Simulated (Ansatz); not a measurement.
Here is an Ansatz input file for C2H6FNSi, SMILES CC1(F)N[SiH2]1. Write the same calculation for the Python package.

```yaml
crystal:
  periodic: [false, false, false]
  atoms:
    - { symbol: C, position_ang: [-0.8654, -0.1434, 1.1045] }
    - { symbol: C, position_ang: [-0.075, 0.6281, 0.1023] }
    - { symbol: F, position_ang: [0.0833, 1.9842, 0.3537] }
    - { symbol: "N", position_ang: [-0.0511, 0.2824, -1.2989] }
    - { symbol: Si, position_ang: [1.3664, -0.2597, -0.6964] }
    - { symbol: H, position_ang: [-1.0794, -1.1357, 0.8361] }
    - { symbol: H, position_ang: [-0.4265, -0.0546, 2.0895] }
    - { symbol: H, position_ang: [-1.8568, 0.3992, 1.1574] }
    - { symbol: H, position_ang: [-0.7206, -0.5162, -1.4118] }
    - { symbol: H, position_ang: [2.3909, 0.4872, -1.4307] }
    - { symbol: H, position_ang: [1.2995, -1.7285, -0.7851] }
basis:
  gaussian:
    orbitals: def2-TZVP
hamiltonian:
  xc: b3lyp
  dispersion: d3bj
output:
  orbitals: {}
  forces: true
```

Script `run_energy.py`:
```python
"""Single point of C2H6FNSi in a Gaussian basis."""

from pathlib import Path
import warnings

import ansatz as az
import numpy as np


def main() -> None:
    warnings.simplefilter("ignore", az.DeckWarning)

    geometry_ang = [
        ("C", [-0.8654, -0.1434, 1.1045]),
        ("C", [-0.075, 0.6281, 0.1023]),
        ("F", [0.0833, 1.9842, 0.3537]),
        ("N", [-0.0511, 0.2824, -1.2989]),
        ("Si", [1.3664, -0.2597, -0.6964]),
        ("H", [-1.0794, -1.1357, 0.8361]),
        ("H", [-0.4265, -0.0546, 2.0895]),
        ("H", [-1.8568, 0.3992, 1.1574]),
        ("H", [-0.7206, -0.5162, -1.4118]),
        ("H", [2.3909, 0.4872, -1.4307]),
        ("H", [1.2995, -1.7285, -0.7851]),
    ]
    mol = az.Crystal.molecule()
    for symbol, xyz in geometry_ang:
        mol = mol.atom(symbol, xyz)

    calculation = (
        mol.calculation()
        .basis(gaussian="def2-TZVP")  # atom-centred Gaussian functions
        .functional("B3LYP", dispersion="d3bj")
        .forces()  # eV per angstrom
        .orbitals()
    )
    done = calculation.run(threads=1, pin="off", runs_dir="out")
    data = done.report

    for key in ("converged", "free_energy_ev", "reference_energy_ev", "n_frozen", "n_occupied", "n_virtual"):
        print(f"{key:22s} {data[key]}")

    field = data["mean_field"]
    print("<S^2> =", round(abs(field["state"]["spin_squared"]), 4), " all-electron relativity setting:", field["relativity"])
    print("passes:", field["passes"])
    if "symmetry" in field:
        print("occupied orbitals by irrep:", field["symmetry"]["occupied"])

    symbols = [site.symbol for site in mol.cartesian_sites]
    print("forces (eV/A)")
    for symbol, f in zip(symbols, data["forces_ev_ang"]):
        print(f"  {symbol:2s} {f[0]:9.4f} {f[1]:9.4f} {f[2]:9.4f}")

    charges = data["charge_distribution"]
    print("dipole moment", round(4.803205 * float(np.linalg.norm(charges["dipole_moment_e_ang"])), 3), "D")
    print("Mulliken:", [(s, round(q, 3)) for s, q in zip(symbols, charges["mulliken_charges_e"])])

    lines = Path(data["orbitals_path"]).read_text().splitlines()
    field_of = lambda key: [line.split("=")[1].strip() for line in lines if line.startswith(key)]
    orbitals = [(27.211386 * float(e), s, float(n)) for e, s, n in zip(field_of("Ene="), field_of("Spin="), field_of("Occup="))]
    homo = max(e for e, _, n in orbitals if n > 0.5)
    lumo = min(e for e, _, n in orbitals if n < 0.5)
    print(f"HOMO {homo:.3f} eV, LUMO {lumo:.3f} eV, gap {lumo - homo:.3f} eV")


if __name__ == "__main__":
    main()
```

```console
$ python run_energy.py
converged              True
free_energy_ev         -14258.270551201429
reference_energy_ev    -14257.872378419228
n_frozen               0
n_occupied             [24, 24]
n_virtual              [173, 173]
<S^2> = 0.0  all-electron relativity setting: none
passes: {'evaluations': 18, 'products': 13}
occupied orbitals by irrep: [{'A': 24}, {'A': 24}]
forces (eV/A)
  C    -1.8359    3.1857    0.3516
  C     2.5570   -0.7670    0.0682
  F    -0.7237   -0.5318    0.0226
  N    -5.7798    0.0395   -1.1188
  Si    3.3642   -0.7029    0.7298
  H     0.1069   -1.3399   -0.4084
  H     0.1259   -0.2166    0.1648
  H     0.5425   -0.6436    0.1823
  H     0.3409    1.4220   -0.5574
  H     0.7062   -0.2473    0.2275
  H     0.5957   -0.1982    0.3377
dipole moment 3.015 D
Mulliken: [('C', -0.315), ('C', 0.193), ('F', -0.218), ('N', -0.31), ('Si', 0.173), ('H', 0.117), ('H', 0.131), ('H', 0.108), ('H', 0.202), ('H', -0.034), ('H', -0.047)]
HOMO -6.311 eV, LUMO -1.080 eV, gap 5.230 eV
```

Total energies depend on the basis set; only differences at equal settings carry meaning. The geometry is a force-field or estimated start, not a minimum of this method, and the basis set is short of its limit. Total less reference energy is the dispersion correction. b3lyp holds the VWN-RPA fit, as in Gaussian; the form of ORCA and Turbomole is b3lyp5. Levels such as HOMO and LUMO are orbital energies: with these approximate functionals they aren't the ionisation energy and electron affinity, and their gap isn't the fundamental gap. Hardware and time: 13 s on 1 thread of Arm Neoverse V1, with other jobs on the host, peak memory 0.51 GiB.

(Lines on the test bed's own set-up are left out of the output.)
